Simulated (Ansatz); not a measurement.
# BrH2OSn radical: geometry optimisation

The task: find the minimum of BrH2OSn radical nearest to the start.

Computed with Ansatz 0.2.0. Level: UKS r2SCAN0-D4/def2-SVP.

### 1 Starting geometry

SMILES `[OH][SnH][Br]`, 5 atoms, charge 0, spin multiplicity 2.

Atoms are counted from 1 here; the program's logs count them from 0.

Bond lengths: O1–Sn2 2.024 Å, O1–H4 0.978 Å, Sn2–Br3 2.559 Å, Sn2–H5 1.771 Å. Angles: Sn2–O1–H4 111.5°, O1–Sn2–Br3 107.5°, O1–Sn2–H5 100.8°, Br3–Sn2–H5 106.9°.

Geometry (Å):

```xyz
5
charge 0, multiplicity 2
O    -1.34746    0.38211   -0.36512
Sn    0.65586    0.14242   -0.52423
Br    1.32787   -1.76704    1.04194
H    -1.81609   -0.47540   -0.41173
H     1.22972    1.64432    0.21774
```

### 2 Relaxation

Input file input.yaml:

```yaml
crystal:
  periodic: [false, false, false]
  atoms:
    - { symbol: O, position_ang: [-1.347462, 0.382115, -0.365118] }
    - { symbol: Sn, position_ang: [0.655861, 0.142415, -0.524231] }
    - { symbol: Br, position_ang: [1.327868, -1.767045, 1.041937] }
    - { symbol: H, position_ang: [-1.816092, -0.475403, -0.411726] }
    - { symbol: H, position_ang: [1.229724, 1.644318, 0.217738] }
magnetization:
  spin_polarized: true
  initial_magnetization: 1
basis:
  gaussian: { orbitals: def2-SVP }
hamiltonian:
  xc: { name: r2SCAN0 }
  dispersion: d4
output:
  forces: true
relax:
  f_tol: 0.003
  max_steps: 120
```

Run with:

```console
$ ansatz run input.yaml --threads 1 --pin off --max-ram 2560MiB --backend cpu --events-out ev --progress --plain --runs-dir out
```

Q: Predict the outcome of this session. Wanted: energy gained; root mean square move; dipole moment.

The runs gave:

```
             quantity      value
        energy gained  0.0492 eV
root mean square move    0.037 Å
        dipole moment     1.89 D
```

What this shows: Bond lengths: O1–Sn2 1.978 Å, O1–H4 0.960 Å, Sn2–Br3 2.518 Å, Sn2–H5 1.733 Å. Angles: Sn2–O1–H4 114.5°, O1–Sn2–Br3 106.3°, O1–Sn2–H5 102.8°, Br3–Sn2–H5 108.2°. No frequencies were computed here.
